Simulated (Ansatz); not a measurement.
# AlGeH₄ (doublet): the correlation ladder at a displaced geometry (v2), cc-pVDZ

How much of the correlation energy of AlGeH₄ (doublet) does each wave-function method recover here?

Program: Ansatz 0.2.0, Gaussian basis. Level of theory: cc-pVDZ, core rule «outside noble gas», up to 19 orbitals frozen. These are calculated values, not measurements.

Plan: UHF; CCSD(T) on ROHF; CCSD(T) on UHF; BCCD(T) on ROHF; CISD; CCSDT(Q) on ROHF; CCSDT(Q) on UHF; CASSCF and MRCISD+Q, 9 electrons in 9 orbitals; CASSCF and NEVPT2, 9 electrons in 9 orbitals.

18 further runs of the same task are left out: 6 that didn't finish, 12 set aside as unsound or not needed.

**1. The geometry**

The geometry is a PBE0/def2-TZVP stationary point (not a proven minimum) with its atoms shifted at random (size 0.100 Å). No spin-orbit coupling is included. The filled d shell of Ge may be among the frozen orbitals whatever the setting's name suggests; the logs give the count.

6 atoms, charge 0, spin multiplicity 2.

Atoms are counted from 1 here; the program's logs count them from 0.

Bond lengths: Ge1–Al2 2.657 Å, Ge1–H3 1.783 Å, Ge1–H4 1.708 Å, Al2–H3 1.708 Å, Al2–H4 1.877 Å, Al2–H5 1.721 Å, Al2–H6 1.555 Å. Angles: Al2–Ge1–H3 39.4°, Al2–Ge1–H4 44.7°, H3–Ge1–H4 84.0°, Ge1–Al2–H3 41.5°, Ge1–Al2–H4 39.8°, Ge1–Al2–H5 118.2°, Ge1–Al2–H6 120.8°, H3–Al2–H4 81.2°, H3–Al2–H5 112.4°, H3–Al2–H6 120.0°, H4–Al2–H5 106.5°, H4–Al2–H6 109.4°, H5–Al2–H6 119.4°, Ge1–H3–Al2 99.1°, Ge1–H4–Al2 95.5°.

In the tables R marks a restricted open-shell determinant and U an unrestricted one; 'frontier' is the active space of 9 electrons in 9 orbitals; energies count from the table's Hartree-Fock row.

**2. UHF**

Input file in.yaml:

```yaml
crystal:
  periodic: [false, false, false]
  atoms:
    - {symbol: Ge, position_ang: [0.044632, 0.000543, 0.782809]}
    - {symbol: Al, position_ang: [-0.120242, 0.008917, -1.868693]}
    - {symbol: H, position_ang: [-1.169612, -0.023509, -0.522033]}
    - {symbol: H, position_ang: [1.165477, -0.078774, -0.503819]}
    - {symbol: H, position_ang: [-0.063570, -1.500616, -2.692692]}
    - {symbol: H, position_ang: [0.069956, 1.325060, -2.673726]}
basis:
  gaussian: {orbitals: cc-pVDZ}
magnetization: {spin_polarized: true, initial_magnetization: 1}
hamiltonian: {xc: hf}
output: {orbitals: {seedname: orbitals}}
```

Command:

```console
$ ansatz run in.yaml --threads 1 --pin off --events-out ev --progress --plain --max-ram 2393MiB
```

The program printed:

```text
Functional definition: HF
  name "HF"
  cite "Fock, Z. Phys. 61, 126 (1930) doi:10.1007/BF01340294"
  parent pbe
  exchange = exact_x
  correlation = 0
681 factors; integrals over basis functions are off by at most 1.2e-3 eV
mean field evaluation 1: about -63116.5490 eV, gradient 7.9e0 eV
mean field evaluation 2: about -63116.5532 eV, gradient 7.9e0 eV
mean field evaluation 4: about -63117.5165 eV, gradient 6.6e-1 eV
mean field evaluation 8: about -63117.5258 eV, gradient 3.7e-2 eV
mean field -63117.52587418 eV, -2319.5262932806 hartree, gradient 2.6e-5 eV, S^2 0.765596; 0 other end points of the search recorded, 0 dependent functions left out
reference -63117.52587418 eV, -2319.5262932806 hartree; 25, 24 occupied and 40, 41 virtual orbitals, 681 factors
Total energy: -63117.52587418 eV, -2319.5262932806 hartree
```

Wall time 2.2 s (1 thread of Arm Neoverse V1, shared host).

From the report: ⟨S²⟩ of the determinant 0.766 (pure doublet: 0.75).

**3. CCSD(T) on ROHF**

Edit in.yaml of step 2 so:

```diff
@@ -11,4 +11,3 @@
   gaussian: {orbitals: cc-pVDZ}
-magnetization: {spin_polarized: true, initial_magnetization: 1}
-hamiltonian: {xc: hf}
-output: {orbitals: {seedname: orbitals}}
+magnetization: {spin_polarized: false, initial_magnetization: 1}
+correlation: {method: ccsd_t, electrons: outside_noble_gas}
```

The command is unchanged.

The program printed, cut to the lines that bear on the results:

```text
Functional definition: HF
  name "HF"
  cite "Fock, Z. Phys. 61, 126 (1930) doi:10.1007/BF01340294"
  parent pbe
[...]
681 factors; integrals over basis functions are off by at most 1.2e-3 eV
[...]
mean field -63117.42330165 eV, -2319.5225238095 hartree, gradient 2.6e-6 eV, S^2 0.750000; 1 other end points of the search recorded, 0 dependent functions left out
[...]
determinant -63117.42330165 eV, -2319.5225238095 hartree, with singles and doubles -63122.90167380 eV, -2319.7238502725 hartree
determinant -63115.10975533 eV, -2319.4375025505 hartree, with singles and doubles -63120.76839745 eV, -2319.6454538126 hartree
19 core orbitals not correlated: weight in the atoms' cores, before any rotation towards them, 1.000 or more for the frozen orbitals, at most 0.000 for the correlated occupied ones
reference -63117.42330165 eV, -2319.5225238095 hartree; 6, 5 occupied and 40, 41 virtual orbitals, 681 factors
second order -4.27817354 eV of doubles, -0.05610495 eV of singles
cycle   1  -5.47831232 eV  change    6.0e-5 eV  update   3.0e-4
[...]
cycle   6  -5.47832509 eV  change   -9.3e-6 eV  update   9.4e-6
perturbative correction -0.13519806 eV, -0.0049684371 hartree
Total energy: -63123.03682480 eV, -2319.7288169803 hartree
```

Wall time 5.5 s (1 thread of Arm Neoverse V1, shared host).

From the report: correlation -5.6135 eV; T1 0.018; largest double amplitude 0.04.

**4. CCSD(T) on UHF**

Edit in.yaml of step 3 so:

```diff
@@ -11,3 +11,3 @@
   gaussian: {orbitals: cc-pVDZ}
-magnetization: {spin_polarized: false, initial_magnetization: 1}
+magnetization: {spin_polarized: true, initial_magnetization: 1}
 correlation: {method: ccsd_t, electrons: outside_noble_gas}
```

The command is unchanged.

The program printed, cut to the lines that bear on the results:

```text
Functional definition: HF
  name "HF"
  cite "Fock, Z. Phys. 61, 126 (1930) doi:10.1007/BF01340294"
  parent pbe
[...]
681 factors; integrals over basis functions are off by at most 1.2e-3 eV
[...]
mean field -63117.52587418 eV, -2319.5262932806 hartree, gradient 1.2e-6 eV, S^2 0.765596; 1 other end points of the search recorded, 0 dependent functions left out
determinant -63117.52587418 eV, -2319.5262932806 hartree, with singles and doubles -63122.90640997 eV, -2319.7240243237 hartree
determinant -63115.22079681 eV, -2319.4415832496 hartree, with singles and doubles -63120.77216446 eV, -2319.6455922478 hartree
19 core orbitals not correlated: weight in the atoms' cores, before any rotation towards them, 1.000 or more for the frozen orbitals, at most 0.000 for the correlated occupied ones
reference -63117.52587418 eV, -2319.5262932806 hartree; 6, 5 occupied and 40, 41 virtual orbitals, 681 factors
second order -4.22193608 eV of doubles, -0.00000000 eV of singles
cycle   1  -5.38053581 eV  change   -2.2e-8 eV  update   3.8e-4
[...]
cycle   7  -5.38057144 eV  change    7.4e-6 eV  update   4.9e-6
perturbative correction -0.13288203 eV, -0.0048833247 hartree
Total energy: -63123.03932766 eV, -2319.7289089587 hartree
```

It took 5.5 s on 1 thread of Arm Neoverse V1, shared host.

From the report: ⟨S²⟩ of the determinant 0.766 (pure doublet: 0.75); correlation -5.5135 eV; T1 0.016; largest double amplitude 0.04.

**5. BCCD(T) on ROHF**

Edit in.yaml of step 4 so:

```diff
@@ -11,3 +11,3 @@
   gaussian: {orbitals: cc-pVDZ}
-magnetization: {spin_polarized: true, initial_magnetization: 1}
-correlation: {method: ccsd_t, electrons: outside_noble_gas}
+magnetization: {spin_polarized: false, initial_magnetization: 1}
+correlation: {method: bccd_t, electrons: outside_noble_gas}
```

Same command.

The program printed, cut to the lines that bear on the results:

```text
Functional definition: HF
  name "HF"
  cite "Fock, Z. Phys. 61, 126 (1930) doi:10.1007/BF01340294"
  parent pbe
[...]
681 factors; integrals over basis functions are off by at most 1.2e-3 eV
[...]
mean field -63117.42330165 eV, -2319.5225238095 hartree, gradient 2.6e-6 eV, S^2 0.750000; 1 other end points of the search recorded, 0 dependent functions left out
[...]
determinant -63117.42330165 eV, -2319.5225238095 hartree, with singles and doubles -63122.90167380 eV, -2319.7238502725 hartree
determinant -63115.10975533 eV, -2319.4375025505 hartree, with singles and doubles -63120.76839745 eV, -2319.6454538126 hartree
19 core orbitals not correlated: weight in the atoms' cores, before any rotation towards them, 1.000 or more for the frozen orbitals, at most 0.000 for the correlated occupied ones
reference -63117.42330165 eV, -2319.5225238095 hartree; 6, 5 occupied and 40, 41 virtual orbitals, 681 factors
second order -4.27817354 eV of doubles, -0.05610495 eV of singles
cycle   1  -5.47542605 eV  change    2.9e-3 eV  update   3.3e-3
[...]
cycle   7  -5.47361589 eV  change   -3.3e-6 eV  update   1.2e-5
perturbative correction -0.14056668 eV, -0.0051657301 hartree
Total energy: -63123.03748422 eV, -2319.7288412136 hartree
```

Wall time 6 s (1 thread of Arm Neoverse V1, shared host).

From the report: correlation -5.6142 eV; largest double amplitude 0.04.

**6. CISD**

Edit in.yaml of step 5 so:

```diff
@@ -12,2 +12,2 @@
 magnetization: {spin_polarized: false, initial_magnetization: 1}
-correlation: {method: bccd_t, electrons: outside_noble_gas}
+correlation: {active_space: {ras: {orbitals: [5, 1, 40], electrons: 11, max_holes: 2, max_particles: 2}, fixed_orbitals: true}}
```

Launched as before.

The program printed:

```text
Functional definition: HF
  name "HF"
  cite "Fock, Z. Phys. 61, 126 (1930) doi:10.1007/BF01340294"
  parent pbe
  exchange = exact_x
  correlation = 0
681 factors; integrals over basis functions are off by at most 1.2e-3 eV
mean field evaluation 1: about -63116.5374 eV, gradient 1.0e1 eV
mean field evaluation 2: about -63116.5416 eV, gradient 1.0e1 eV
mean field evaluation 4: about -63117.4205 eV, gradient 7.5e-1 eV
mean field evaluation 8: about -63117.4233 eV, gradient 3.6e-4 eV
mean field -63117.42330165 eV, -2319.5225238095 hartree, gradient 2.6e-6 eV, S^2 0.750000; 0 other end points of the search recorded, 0 dependent functions left out
reference -63117.42330165 eV, -2319.5225238095 hartree; 25, 24 occupied and 40, 41 virtual orbitals, 681 factors
state -63122.44636230 eV, -2319.7071178837 hartree
Total energy: -63122.44636230 eV, -2319.7071178837 hartree
```

Wall time 5.5 s (1 thread of Arm Neoverse V1, shared host).

From the report: 105,046 determinants.

**7. CCSDT(Q) on ROHF**

Edit in.yaml of step 6 so:

```diff
@@ -12,2 +12,2 @@
 magnetization: {spin_polarized: false, initial_magnetization: 1}
-correlation: {active_space: {ras: {orbitals: [5, 1, 40], electrons: 11, max_holes: 2, max_particles: 2}, fixed_orbitals: true}}
+correlation: {method: ccsdt_q, electrons: outside_noble_gas}
```

The command is unchanged.

The program printed, cut to the lines that bear on the results:

```text
Functional definition: HF
  name "HF"
  cite "Fock, Z. Phys. 61, 126 (1930) doi:10.1007/BF01340294"
  parent pbe
[...]
1287 factors; integrals over basis functions are off by at most 2.1e-7 eV
[...]
mean field -63117.42341844 eV, -2319.5225281015 hartree, gradient 1.9e-6 eV, S^2 0.750000; 1 other end points of the search recorded, 0 dependent functions left out
[...]
determinant -63117.42341844 eV, -2319.5225281015 hartree, with singles and doubles -63122.90179184 eV, -2319.7238546105 hartree
determinant -63115.10986907 eV, -2319.4375067304 hartree, with singles and doubles -63120.76851409 eV, -2319.6454580993 hartree
19 core orbitals not correlated: weight in the atoms' cores, before any rotation towards them, 1.000 or more for the frozen orbitals, at most 0.000 for the correlated occupied ones
reference -63117.42341844 eV, -2319.5225281015 hartree; 6, 5 occupied and 40, 41 virtual orbitals, 1287 factors
second order -4.27823455 eV of doubles, -0.05610496 eV of singles
cycle   1  -5.16458288 eV  change   -8.3e-1 eV  update   8.1e-2
[...]
cycle  17  -5.64443808 eV  change    7.9e-7 eV  update   4.4e-7
perturbative correction -0.00505030 eV, -0.0001855953 hartree
Total energy: -63123.07290683 eV, -2319.7301429703 hartree
```

It took 1.8 min on 1 thread of Arm Neoverse V1, shared host; peak memory 0.73 GiB.

From the report: correlation -5.6495 eV; T1 0.018; largest double amplitude 0.04.

**8. CCSDT(Q) on UHF**

Edit in.yaml of step 7 so:

```diff
@@ -11,3 +11,3 @@
   gaussian: {orbitals: cc-pVDZ}
-magnetization: {spin_polarized: false, initial_magnetization: 1}
+magnetization: {spin_polarized: true, initial_magnetization: 1}
 correlation: {method: ccsdt_q, electrons: outside_noble_gas}
```

Same command.

The program printed, cut to the lines that bear on the results:

```text
Functional definition: HF
  name "HF"
  cite "Fock, Z. Phys. 61, 126 (1930) doi:10.1007/BF01340294"
  parent pbe
[...]
1287 factors; integrals over basis functions are off by at most 2.1e-7 eV
[...]
mean field -63117.52599117 eV, -2319.5262975799 hartree, gradient 2.9e-6 eV, S^2 0.765596; 1 other end points of the search recorded, 0 dependent functions left out
determinant -63117.52599117 eV, -2319.5262975799 hartree, with singles and doubles -63122.90652757 eV, -2319.7240286456 hartree
determinant -63115.22091113 eV, -2319.4415874508 hartree, with singles and doubles -63120.77227932 eV, -2319.6455964690 hartree
19 core orbitals not correlated: weight in the atoms' cores, before any rotation towards them, 1.000 or more for the frozen orbitals, at most 0.000 for the correlated occupied ones
reference -63117.52599117 eV, -2319.5262975799 hartree; 6, 5 occupied and 40, 41 virtual orbitals, 1287 factors
second order -4.22199670 eV of doubles, -0.00000000 eV of singles
cycle   1  -5.04886858 eV  change   -8.3e-1 eV  update   8.3e-2
[...]
cycle  17  -5.54469206 eV  change    9.1e-7 eV  update   5.1e-7
perturbative correction -0.00523790 eV, -0.0001924893 hartree
Total energy: -63123.07592114 eV, -2319.7302537441 hartree
```

Wall time 98 s (1 thread of Arm Neoverse V1, shared host); peak memory 0.62 GiB.

From the report: ⟨S²⟩ of the determinant 0.766 (pure doublet: 0.75); correlation -5.5499 eV; T1 0.016; largest double amplitude 0.04.

**9. CASSCF and MRCISD+Q, 9 electrons in 9 orbitals**

Edit in.yaml of step 8 so:

```diff
@@ -11,3 +11,3 @@
   gaussian: {orbitals: cc-pVDZ}
-magnetization: {spin_polarized: true, initial_magnetization: 1}
-correlation: {method: ccsdt_q, electrons: outside_noble_gas}
+magnetization: {spin_polarized: false, initial_magnetization: 1}
+correlation: {method: fic_mrcisd_q, electrons: outside_noble_gas, active_space: {window: {electrons: 9, orbitals: 9}}}
```

The command is unchanged.

The program printed, cut to the lines that bear on the results:

```text
Functional definition: HF
  name "HF"
  cite "Fock, Z. Phys. 61, 126 (1930) doi:10.1007/BF01340294"
  parent pbe
[...]
681 factors; integrals over basis functions are off by at most 1.2e-3 eV
[...]
mean field -63117.42330165 eV, -2319.5225238095 hartree, gradient 2.6e-6 eV, S^2 0.750000; 0 other end points of the search recorded, 0 dependent functions left out
reference -63117.42330165 eV, -2319.5225238095 hartree; 25, 24 occupied and 40, 41 virtual orbitals, 681 factors
state -63118.93858627 eV, -2319.5782094923 hartree
contracted CI cycle   1: correlation 0.00000000 eV, 0.0000000000 hartree, residual 1.41e1 eV
contracted CI cycle   2: correlation -3.57612817 eV, -0.1314202861 hartree, residual 2.89e0 eV
contracted CI cycle   3: correlation -3.74321052 eV, -0.1375604492 hartree, residual 8.21e-1 eV
contracted CI cycle   4: correlation -3.75596046 eV, -0.1380290010 hartree, residual 2.41e-1 eV
[...]
contracted CI cycle   5: correlation -3.85260219 eV, -0.1415805189 hartree, residual 5.27e-2 eV
contracted CI cycle   6: correlation -3.85265367 eV, -0.1415824109 hartree, residual 1.68e-2 eV
contracted CI cycle   7: correlation -3.85265893 eV, -0.1415826044 hartree, residual 6.20e-3 eV
contracted CI cycle   8: correlation -3.85265964 eV, -0.1415826303 hartree, residual 2.33e-3 eV
contracted CI cycle   9: correlation -3.85265974 eV, -0.1415826339 hartree, residual 8.28e-4 eV
state -63118.87412244 eV, -2319.5758404900 hartree; corrected -63123.06611028 eV, -2319.7298932020 hartree
state -63118.87412244 eV, -2319.5758404900 hartree; corrected -63123.06611028 eV, -2319.7298932020 hartree
the orbitals are reached from a further start. From the first start the search ends at -63118.93850852 eV, -2319.5782066349 hartree
WARN: the results are in doubt because another end's mean lies 0.064 eV lower, and its corrected mean 0.044 eV higher
Total energy: -63123.06611028 eV, -2319.7298932020 hartree
In doubt: another end's mean lies 0.064 eV lower, and its corrected mean 0.044 eV higher
```

Wall time 35 s (1 thread of Arm Neoverse V1, shared host); peak memory 0.49 GiB.

From the report: 15,876 determinants; active occupations 2.00, 1.98, 1.96, 1.96, 1.00, 0.03, 0.03, 0.02, 0.01. Mind the lines of doubt at the end of the log.

**10. CASSCF and NEVPT2, 9 electrons in 9 orbitals**

Edit in.yaml of step 9 so:

```diff
@@ -12,2 +12,2 @@
 magnetization: {spin_polarized: false, initial_magnetization: 1}
-correlation: {method: fic_mrcisd_q, electrons: outside_noble_gas, active_space: {window: {electrons: 9, orbitals: 9}}}
+correlation: {method: sc_nevpt2, electrons: outside_noble_gas, active_space: {window: {electrons: 9, orbitals: 9}}}
```

The command is unchanged.

The program printed, cut to the lines that bear on the results:

```text
Functional definition: HF
  name "HF"
  cite "Fock, Z. Phys. 61, 126 (1930) doi:10.1007/BF01340294"
  parent pbe
[...]
681 factors; integrals over basis functions are off by at most 1.2e-3 eV
[...]
mean field -63117.42330165 eV, -2319.5225238095 hartree, gradient 2.6e-6 eV, S^2 0.750000; 0 other end points of the search recorded, 0 dependent functions left out
reference -63117.42330165 eV, -2319.5225238095 hartree; 25, 24 occupied and 40, 41 virtual orbitals, 681 factors
state -63118.93858627 eV, -2319.5782094923 hartree
state -63118.93858627 eV, -2319.5782094923 hartree; corrected -63121.77867554 eV, -2319.6825808478 hartree
state -63118.87412244 eV, -2319.5758404900 hartree
state -63118.87412244 eV, -2319.5758404900 hartree; corrected -63121.95475059 eV, -2319.6890514867 hartree
state -63118.87412244 eV, -2319.5758404900 hartree; corrected -63121.95475059 eV, -2319.6890514867 hartree
the orbitals are reached from a further start. From the first start the search ends at -63118.93850852 eV, -2319.5782066349 hartree
WARN: the results are in doubt because another end's mean lies 0.064 eV lower, and its corrected mean 0.176 eV higher
Total energy: -63121.95475059 eV, -2319.6890514867 hartree
In doubt: another end's mean lies 0.064 eV lower, and its corrected mean 0.176 eV higher
```

It took 22 s on 1 thread of Arm Neoverse V1, shared host.

From the report: 15,876 determinants; active occupations 2.00, 1.98, 1.96, 1.96, 1.00, 0.03, 0.03, 0.02, 0.01. Mind the lines of doubt at the end of the log.

**11. All levels against the top one**

The yardstick is UCCSDT(Q), where the cluster series has nearly closed. Rows without a time come out of other runs: HF, MP2 and CCSD of CCSD(T), CCSDT of CCSDT(Q), CASSCF and MRCISD of the multireference runs.

| method | energy from the lowest RHF (kJ/mol) | from UCCSDT(Q) (kJ/mol) | time |
| --- | --- | --- | --- |
| RHF | 0.0 | +545.4 |  |
| UHF | -9.9 | +535.5 |  |
| RMP2 | -418.2 | +127.2 |  |
| UMP2 | -417.3 | +128.1 |  |
| CISD | -484.7 | +60.7 | 5.5 s |
| RCCSD | -528.6 | +16.8 |  |
| UCCSD | -529.0 | +16.4 |  |
| RCCSD(T) | -541.6 | +3.8 | 5.5 s |
| UCCSD(T) | -541.9 | +3.5 | 5.5 s |
| BCCD(T) | -541.7 | +3.7 | 6 s |
| RCCSDT | -544.6 | +0.8 |  |
| UCCSDT | -544.9 | +0.5 |  |
| RCCSDT(Q) | -545.1 | +0.3 | 1.8 min |
| UCCSDT(Q) | -545.4 | 0 | 98 s |

Among the levels timed on like hardware and quicker than the yardstick, those that no quicker one beats, quickest first: UCCSD(T) (5.5 s, +3.5 kJ/mol).

Left out of the table: CASSCF frontier, NEVPT2 frontier, MRCISD frontier, MRCISD+Q frontier (the active space lost an orbital or holds another state than full CI finds).

**12. What came out**

| quantity | value |
| --- | --- |
| UCCSDT(Q) below the RHF energy | -5.6526 eV |
| RMP2 from UCCSDT(Q) | +127.2 kJ/mol |
| UMP2 from UCCSDT(Q) | +128.1 kJ/mol |
| RCCSD from UCCSDT(Q) | +16.8 kJ/mol |
| RCCSD(T) from UCCSDT(Q) | +3.8 kJ/mol |
| UCCSD(T) from UCCSDT(Q) | +3.5 kJ/mol |
| RCCSDT(Q) from UCCSDT(Q) | +0.3 kJ/mol |
| levels within 1 kcal/mol (43 meV) | RCCSD(T), UCCSD(T), BCCD(T), RCCSDT, UCCSDT, RCCSDT(Q) |
| T1 diagnostic | 0.018 |

What this shows: RCCSD(T) misses by +3.8 kJ/mol, 0.7 % of the correlation energy. These misses are within one basis, not against nature; the frozen cores of restricted and unrestricted runs differ, which can shift their rows.

UCCSD(T) reaches 3.5 kJ/mol from the reference in 5.5 s, where UCCSDT(Q) took 98 s.
